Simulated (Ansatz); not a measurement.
# GaGeH₇Si: vertical ionisation energy

One table from this session's results is given with a row withheld; the runs are named, their logs left out.

Method: unrestricted cation, the program's frozen cores in correlated methods; program: Ansatz 0.2.0, Gaussian basis.

Plan: UKS PBE-D4/def2-TZVPP; UKS r2SCAN-D4/def2-TZVPP; UKS PBE0-D4/def2-TZVPP; UKS B3LYP-D4/def2-TZVPP; UKS wB97X-V/def2-TZVPP; UKS wB97M-V/def2-TZVPP; UKS B2PLYP/def2-TZVPP; UHF-CCSD(T)/def2-TZVPP; UHF-MP2/def2-QZVPP; extrapolation to the limit; then −ε(HOMO) from the neutral's earlier runs with LDA (SPW92), PBE-D4, revPBE-D4, BLYP-D4, r2SCAN-D4, B97M-V, PBE0-D4, B3LYP-D4, r2SCANh-D4, r2SCAN0-D4, HSE06-D4, BHLYP-D4, CAM-B3LYP-D4, LC-ωPBE, ωB97X-V, ωB97M-V.

## The geometry

All runs share one geometry, relaxed beforehand with PBE0-D4 in a triple-zeta def2 set.

SMILES `[SiH3][GeH2][GaH2]`, 10 atoms, charge 0, spin multiplicity 1.

Atoms are counted from 1 here; the program's logs count them from 0.

Bond lengths: Si1–Ge2 2.384 Å, Si1–H4 1.487 Å, Si1–H5 1.488 Å, Si1–H6 1.488 Å, Ge2–Ga3 2.438 Å, Ge2–H7 1.542 Å, Ge2–H8 1.542 Å, Ga3–H9 1.572 Å, Ga3–H10 1.571 Å. Angles: Ge2–Si1–H4 111.4°, Ge2–Si1–H5 109.9°, Ge2–Si1–H6 109.8°, H4–Si1–H5 108.7°, H4–Si1–H6 108.7°, H5–Si1–H6 108.2°, Si1–Ge2–Ga3 110.3°, Si1–Ge2–H7 107.6°, Si1–Ge2–H8 107.5°, Ga3–Ge2–H7 112.0°, Ga3–Ge2–H8 111.9°, H7–Ge2–H8 107.3°, Ge2–Ga3–H9 120.2°, Ge2–Ga3–H10 120.3°, H9–Ga3–H10 119.5°.

Set-up of the first run:

Input file in.yaml:

```yaml
crystal:
  periodic: [false, false, false]
  atoms:
    - {symbol: Si, position_ang: [-1.404444, 0.834167, -0.770443]}
    - {symbol: Ge, position_ang: [0.070087, -0.957793, -0.224600]}
    - {symbol: Ga, position_ang: [1.834712, -0.178917, 1.266651]}
    - {symbol: H, position_ang: [-2.487889, 0.387060, -1.685609]}
    - {symbol: H, position_ang: [-0.645233, 1.930797, -1.429822]}
    - {symbol: H, position_ang: [-2.021260, 1.375544, 0.470637]}
    - {symbol: H, position_ang: [0.636426, -1.514439, -1.546609]}
    - {symbol: H, position_ang: [-0.775118, -2.075909, 0.418788]}
    - {symbol: H, position_ang: [1.626040, -0.211023, 2.823941]}
    - {symbol: H, position_ang: [3.166690, 0.410511, 0.677055]}
basis:
  gaussian: {orbitals: def2-TZVPP}
total_charge: 1
magnetization: {spin_polarized: true, initial_magnetization: 1}
hamiltonian: {xc: pbe, dispersion: d4}
```

The run is started by

```console
ansatz run in.yaml --threads 2 --pin off --events-out ev --progress --plain --max-ram 31744MiB --backend cpu
```

Steps of the session up to this table: Cation, UKS PBE-D4/def2-TZVPP; Cation, UKS r2SCAN-D4/def2-TZVPP; Cation, UKS PBE0-D4/def2-TZVPP; Cation, UKS B3LYP-D4/def2-TZVPP; Cation, UKS wB97X-V/def2-TZVPP; Cation, UKS wB97M-V/def2-TZVPP; Cation, UKS B2PLYP (frozen core)/def2-TZVPP; Cation, UHF-CCSD(T)/def2-TZVPP; Cation, UHF-MP2/def2-QZVPP.

One table of the session follows, with a row left open; its other results are not shown here.

Orbital estimates, from the neutral's runs:

| functional | −ε(HOMO) (eV) |
| --- | --- |
| LDA (SPW92) | ? |
| PBE-D4 | 6.42 |
| revPBE-D4 | 6.37 |
| BLYP-D4 | 6.26 |
| r2SCAN-D4 | 6.67 |
| B97M-V | 6.76 |
| PBE0-D4 | 7.42 |
| B3LYP-D4 | 7.21 |
| r2SCANh-D4 | 7.03 |
| r2SCAN0-D4 | 7.58 |
| HSE06-D4 | 7.03 |
| BHLYP-D4 | 8.29 |
| CAM-B3LYP-D4 | 8.60 |
| LC-ωPBE | 9.87 |
| ωB97X-V | 9.55 |
| ωB97M-V | 9.37 |

Estimate the missing values for LDA (SPW92).

As computed: −ε(HOMO) (eV): 6.53. In the column «−ε(HOMO) (eV)» it lies between PBE-D4 (6.42) and r2SCAN-D4 (6.67).
